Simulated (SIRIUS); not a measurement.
TiSn: single point with RPBE

Crystal: TiSn.

```
Ti Sn
1.0
     0.00000    2.80055    2.80055
     2.80055    0.00000    2.80055
     2.80055    2.80055    0.00000
Ti Sn
1 1
Direct
  0.00000 0.00000 0.00000
  0.50000 0.50000 0.50000
```

The cell was built by a generator and needn't be a form met in nature.

```json
{"Program": "SIRIUS 7.10.0", "Task": "single point", "Functional": "RPBE", "Potentials or basis": "PseudoDojo 0.4.1 PBE standard (scalar relativistic)", "Cutoff": "1152 eV", "Density cutoff": "4606 eV", "k mesh": "8 × 8 × 8", "Occupations": "fermi-dirac, width 0.05 eV", "Spin": "no spin polarisation"}
```

```yaml
Pressure: 2.3 GPa
Band_gap_on_the_k_mesh: none (metal or under the smearing width)
```

It took 59 s on 1 thread of Arm Neoverse V2 (shared host), peak memory 0.42 GiB.

Caveat: the potentials were made for another functional, which shifts forces and pressure.
